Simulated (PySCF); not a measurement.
# The bond of AlAs, level by level

An exercise on one series of results from a longer session: the logs are not shown, and one member is left open.

Method: Al x2c-SVPall, As x2c-SVPall, spin-free X2C with a Gaussian nucleus; program: PySCF 2.14.0.

Set-up of the first run:

A driver script around PySCF takes these settings:

```
atoms                         : Al, As
charge                        : 0
basis                         : Al x2c-SVPall, As x2c-SVPall
Hamiltonian                   : spin-free X2C with a Gaussian nucleus
basis functions               : 50
electrons treated             : 46
masses in u                   : 26.9815, 74.9216
levels                        : PBE0, PBE, r²SCAN, B97-3, revPBE, PBEsol, HF, MP2, SCS-MP2, CCSD, CCSD(T)
grid                          : 80 radial by 434 angular points
occupations                   : held fixed by the projection of orbital angular momentum
dissociation limit            : Al + As, each in its ground configuration
starting distance in angstrom : 2.370
values of 2S to try           : 0, 2, 4
```

The run is started by

```bash
$ OMP_NUM_THREADS=1 python dia.py task.json out
```

Steps of the session up to this table: Set-up; PBE0 along the bond; Higher solutions at PBE0; PBE (GGA); r²SCAN (meta-GGA); B97-3 (global hybrid GGA); revPBE; PBEsol; UHF; Correlated methods on the Hartree–Fock reference.

One table of the session follows, with a row left open; its other results are not shown here.

Energy (eV) from each level's lowest point:

| R (Å) | UHF | UHF-MP2 | UHF-SCS-MP2 | UHF-CCSD | UHF-CCSD(T) |
| --- | --- | --- | --- | --- | --- |
| 2.179 | 0.667 | 0.613 | 0.636 | n/a | n/a |
| 2.281 | 0.297 | 0.262 | 0.279 | 0.279 | 0.282 |
| 2.382 | 0.094 | 0.075 | 0.085 | 0.085 | 0.087 |
| 2.458 | 0.022 | 0.012 | 0.017 | 0.018 | 0.019 |
| 2.534 | 0.000 | 0.000 | 0.000 | 0.000 | 0.000 |
| 2.610 | ? | ? | ? | ? | ? |
| 2.711 | 0.083 | 0.103 | 0.092 | 0.090 | 0.086 |
| 2.838 | 0.212 | 0.249 | 0.231 | 0.222 | 0.216 |
| 2.990 | 0.395 | 0.477 | 0.453 | 0.415 | 0.408 |
| 3.193 | 0.607 | 0.826 | 0.804 | n/a | n/a |

**Question.** Estimate the row for R (Å) = 2.610.

Worked estimate for «UHF». A straight line through the neighbours (2.534, 0.000) and (2.711, 0.083) gives 0.000 + (0.083 − 0.000) × (2.610 − 2.534) / (2.711 − 2.534) = 0.036; a parabola fitted to 4 rows on both sides gives 0.021.

**Answer.** UHF: 0.017; UHF-MP2: 0.026; UHF-SCS-MP2: 0.021; UHF-CCSD: 0.020; UHF-CCSD(T): 0.019. In «UHF» the line misses by +0.019 and the parabola by +0.004.
